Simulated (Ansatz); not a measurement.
This script drives the Python package of Ansatz (0.2.0).

The script, `run_md.py`:
```python
'''A short Born-Oppenheimer trajectory of CH2Br.'''

import ansatz as az
import numpy as np

geometry = (
    az.Crystal.molecule()
    .atom('C', (0.016, -0.2302, -0.1007))
    .atom('Br', (0.1801, 1.373, 0.837))
    .atom('H', (-0.37, -0.1, -1.1588))
    .atom('H', (0.2295, -1.103, 0.4021))
)

base = (
    geometry.calculation()
    .basis(gaussian='def2-SVP')
    .functional('BLYP')
    .spin('collinear', total=1)
)
symbols = [site.symbol for site in geometry.cartesian_sites]
start = np.array([site.position_ang for site in geometry.cartesian_sites], dtype=float)
report = base.relax(force_tolerance=0.02).run(threads=1).report
end = np.array(report['positions_ang'])
minimum = az.Crystal.molecule()
for symbol, place in zip(symbols, end):
    minimum = minimum.atom(symbol, place.tolist())

# dynamics from the relaxed geometry
base = (
    minimum.calculation()
    .basis(gaussian='def2-SVP')  # atom-centred Gaussian functions
    .functional('BLYP')
    .spin('collinear', total=1)  # spin-polarised run
    .md('nve', timestep=0.5, steps=20, temperature=200, initial_velocities='maxwell_boltzmann', seed=98)
)
frames = []
result = base.session().plan().execute(on_event=lambda e: frames.append(e['data']) if e['event'] == 'md_step' else None)
print('t (fs)   E_pot (eV)      E_kin (eV)   T (K)   d(0-1) (A)')
for f in frames[::2]:
    xyz = np.array(f['positions_ang'])
    print(f'{f["time_fs"]:6.2f} {f["lagrangian_ev"]:14.5f} {f["e_kin_ev"]:10.5f} {f["temperature_k"]:8.1f} {np.linalg.norm(xyz[0] - xyz[1]):9.4f}')
kept = np.array([f['conserved_ev'] for f in frames])
print(f'conserved energy moves by at most {1000 * np.ptp(kept):.3f} meV')
```

It is started by `python run_md.py`. Estimate its wall time and peak memory on 1 thread of Arm Neoverse V1, with other jobs on the host.

It took about 41 s, with a peak of 0.19 GiB, for 2 runs of the engine.

```console
$ python run_md.py
t (fs)   E_pot (eV)      E_kin (eV)   T (K)   d(0-1) (A)
  0.00   -71104.86511    0.05170    200.0    1.8726
  1.00   -71104.86062    0.04728    182.9    1.8732
  2.00   -71104.85070    0.03747    144.9    1.8741
  3.00   -71104.84215    0.02898    112.1    1.8755
  4.00   -71104.83848    0.02527     97.7    1.8775
  5.00   -71104.83738    0.02408     93.2    1.8800
  6.00   -71104.83437    0.02106     81.5    1.8829
  7.00   -71104.82917    0.01597     61.8    1.8860
  8.00   -71104.82741    0.01429     55.3    1.8888
  9.00   -71104.83376    0.02058     79.6    1.8913
 10.00   -71104.84482    0.03149    121.8    1.8934
conserved energy moves by at most 0.285 meV
```

Total energies depend on the basis set; only differences at equal settings carry meaning. The trajectory is only some femtoseconds long, so its temperature is not equilibrated; where the script doesn't relax first, it starts from a rough generated geometry. The run takes the species as open-shell (spin multiplicity 2), which needn't be its ground state. The temperature counts the internal degrees of freedom alone.
